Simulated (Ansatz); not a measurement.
# B2Ru: the cost of one run

All numbers are computed with the Python package of Ansatz 0.2.0. Level of theory: DFT r2SCAN, plane waves, PAW.

## (1) Starting point

The structure is orthorhombic, space group Pmmn (No. 59). Conventional cell: a = 2.865 Å, b = 4.645 Å, c = 4.045 Å, α = 90.00°, β = 90.00°, γ = 90.00°. B (site symmetry m) has 3 B at 1.77 to 1.90 Å and 4 Ru at 2.16 to 2.25 Å as nearest neighbours. Ru (site symmetry mm2) has 8 B at 2.16 to 2.25 Å as nearest neighbours.

b2ru.cif, read by the script:

```cif
data_B2Ru
_cell_length_a 2.865000
_cell_length_b 4.645000
_cell_length_c 4.045000
_cell_angle_alpha 90.00000
_cell_angle_beta 90.00000
_cell_angle_gamma 90.00000
_symmetry_space_group_name_H-M 'P 1'
_symmetry_Int_Tables_number 1
loop_
_symmetry_equiv_pos_as_xyz
'x, y, z'
loop_
_atom_site_label
_atom_site_type_symbol
_atom_site_fract_x
_atom_site_fract_y
_atom_site_fract_z
B1 B    0.000000    0.809000    0.361000
B2 B    0.000000    0.191000    0.361000
B3 B    0.500000    0.309000    0.639000
B4 B    0.500000    0.691000    0.639000
Ru5 Ru    0.000000    0.000000    0.849200
Ru6 Ru    0.500000    0.500000    0.150800
```

## (2) The code

File b2ru_kconv.py:

```python
"""k-point test for B2Ru."""

import logging
import sys

import ansatz as az
from ase.io import read
import pandas as pd

logging.basicConfig(stream=sys.stdout, format="%(name)s: %(message)s")
log = logging.getLogger("calc")
log.setLevel(logging.INFO)

atoms = read("b2ru.cif")
crystal = az.Crystal.from_ase(atoms)

calc = (
    crystal.calculation()
    .functional("r2scan")
    .pseudopotentials("paw")
    .basis(530)
    .occupations("fermi_dirac")
    .forces()
    .stress()
)

rows = []
for value in [(3, 2, 2), (4, 2, 3), (5, 3, 4), (6, 4, 5), (8, 5, 6), (10, 6, 7)]:
    rep = calc.kpoints(*value).run(threads=1).report
    rows.append((value, rep["free_energy_ev"] / len(rep["lattice"]["sites"]), rep["n_iterations"], sum(rep["stress_gpa"][i][i] for i in range(3)) / 3, max(abs(f) for row in rep["forces_ev_ang"] for f in row), rep["n_kpoints"]))

table = pd.DataFrame(rows, columns=["mesh", "F/atom (eV)", "iterations", "P (GPa)", "max component (eV/A)", "k-points"])
print(table.round(5).to_string(index=False))

# the last row is the reference
for row in rows[:-1]:
    shift = 1000 * (row[1] - rows[-1][1])
    log.info(f"{row[0]}: {shift:+.2f} meV/atom" + ("  (within 2 meV)" if abs(shift) < 2 else ""))
```

## (3) The input behind the calls

The engine receives this input (first run):

```yaml
crystal:
  lattice:
    - [2.865, 0.0, 0.0]
    - [0.0, 4.645, 0.0]
    - [0.0, 0.0, 4.045]
  atoms:
    - { symbol: B, position: [0.0, 0.809, 0.361] }
    - { symbol: B, position: [0.0, 0.191, 0.361] }
    - { symbol: B, position: [0.5, 0.309, 0.639] }
    - { symbol: B, position: [0.5, 0.691, 0.639] }
    - { symbol: Ru, position: [0.0, 0.0, 0.8492] }
    - { symbol: Ru, position: [0.5, 0.5, 0.1508] }
basis:
  ecutwfc: 530.0
kpoints:
  mp_grid:
    grid: [3, 2, 2]
hamiltonian:
  xc: r2scan
  pseudopotentials:
    kind: paw
scf:
  occupations:
    method: fermi_dirac
output:
  forces: true
  stress: true
```

## (4) Launch

Command:

```sh
$ python b2ru_kconv.py
```

What time and memory should one allow on 1 thread of Arm Neoverse V2, shared host?

About 55 s, with a peak of 0.69 GiB.
